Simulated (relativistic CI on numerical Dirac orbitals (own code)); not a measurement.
# Ions with 41 electrons, Er²⁷⁺ to W³³⁺: levels along an isoelectronic sequence

How do the lowest levels of 41-electron ions move as Z rises from 68 to 74? Each ion is run with the same configurations.

Program: relativistic CI on numerical Dirac orbitals (own code) version 4. Level of theory: Dirac-Coulomb-Breit CI, KLI orbitals optimised for each configuration, model QED (radiative potential, 1s self-energy scaled to tabulated hydrogen-like ionisation energies). These are calculated values, not measurements, unless marked.

## 1. Starting point

```
electrons      : 41
ions           : Er²⁷⁺, Tm²⁸⁺, Yb²⁹⁺, Lu³⁰⁺, Hf³¹⁺, Ta³²⁺, W³³⁺
configurations : [Kr] 4d5; [Kr] 4d4 5s; [Ar] 3d10 4s2 4p5 4d6; [Ar] 3d10 4s 4p6 4d6; [Kr] 4d4 5p; [Kr] 4d3 5s2; [Kr] 4d2 5s2 5p
```

## 2. Er²⁷⁺ (Z = 68)

Input settings:

```ini
atom Er  Z=68  charge=27  electrons=41
nucleus A=166  rms_radius_fm=5.2516
hamiltonian dirac-coulomb  breit=on  qed=on  c_scale=1
orbitals kli  potential=per-configuration
slater_scale 1
correlation none
mixing on
configurations
  [Kr] 4d5
  [Kr] 4d4 5s
  [Ar] 3d10 4s2 4p5 4d6
  [Ar] 3d10 4s 4p6 4d6
  [Kr] 4d4 5p
  [Kr] 4d3 5s2
  [Kr] 4d2 5s2 5p
end
```

On the command line:

```console
$ python run_levels.py task.json out
```

One command runs all members of the session, one after another, from task.json.

## 3. Tm²⁸⁺ (Z = 69)

Changes to the settings of step 2:

```diff
@@ -1,3 +1,3 @@
-atom Er  Z=68  charge=27  electrons=41
-nucleus A=166  rms_radius_fm=5.2516
+atom Tm  Z=69  charge=28  electrons=41
+nucleus A=169  rms_radius_fm=5.2256
 hamiltonian dirac-coulomb  breit=on  qed=on  c_scale=1
```

## 4. Yb²⁹⁺ (Z = 70)

Changes to the settings of step 3:

```diff
@@ -1,3 +1,3 @@
-atom Tm  Z=69  charge=28  electrons=41
-nucleus A=169  rms_radius_fm=5.2256
+atom Yb  Z=70  charge=29  electrons=41
+nucleus A=174  rms_radius_fm=5.3108
 hamiltonian dirac-coulomb  breit=on  qed=on  c_scale=1
```

## 5. Lu³⁰⁺ (Z = 71)

Changes to the settings of step 4:

```diff
@@ -1,3 +1,3 @@
-atom Yb  Z=70  charge=29  electrons=41
-nucleus A=174  rms_radius_fm=5.3108
+atom Lu  Z=71  charge=30  electrons=41
+nucleus A=175  rms_radius_fm=5.3700
 hamiltonian dirac-coulomb  breit=on  qed=on  c_scale=1
```

## 6. Hf³¹⁺ (Z = 72)

Changes to the settings of step 5:

```diff
@@ -1,3 +1,3 @@
-atom Lu  Z=71  charge=30  electrons=41
-nucleus A=175  rms_radius_fm=5.3700
+atom Hf  Z=72  charge=31  electrons=41
+nucleus A=180  rms_radius_fm=5.3470
 hamiltonian dirac-coulomb  breit=on  qed=on  c_scale=1
```

## 7. Ta³²⁺ (Z = 73)

Changes to the settings of step 6:

```diff
@@ -1,3 +1,3 @@
-atom Hf  Z=72  charge=31  electrons=41
-nucleus A=180  rms_radius_fm=5.3470
+atom Ta  Z=73  charge=32  electrons=41
+nucleus A=181  rms_radius_fm=5.3507
 hamiltonian dirac-coulomb  breit=on  qed=on  c_scale=1
```

## 8. W³³⁺ (Z = 74)

Changes to the settings of step 7:

```diff
@@ -1,3 +1,3 @@
-atom Ta  Z=73  charge=32  electrons=41
-nucleus A=181  rms_radius_fm=5.3507
+atom W  Z=74  charge=33  electrons=41
+nucleus A=184  rms_radius_fm=5.3658
 hamiltonian dirac-coulomb  breit=on  qed=on  c_scale=1
```

(Steps that only read results are left out.)

What does the calculation give? Wanted: lowest level, first ion; lowest level, last ion; changes of the lowest level; mean jj purity of the low levels.

**Answer**, as computed:

| quantity | value |
| --- | --- |
| lowest level, first ion | 4d5 [4d5/2] J=5/2 |
| lowest level, last ion | 4d5 [4d5/2] J=5/2 |
| changes of the lowest level | none |
| mean jj purity of the low levels | 83 to 91 % |

In words: The lowest level stays 4d5 [4d5/2] J=5/2 throughout. The low levels move towards jj coupling (LS purity 43 to 38 %). Only the listed configurations are in the model, so lower levels can be missing. NIST names the ground level of Yb²⁹⁺ 6S5/2. NIST names the ground level of Lu³⁰⁺ 6S5/2.
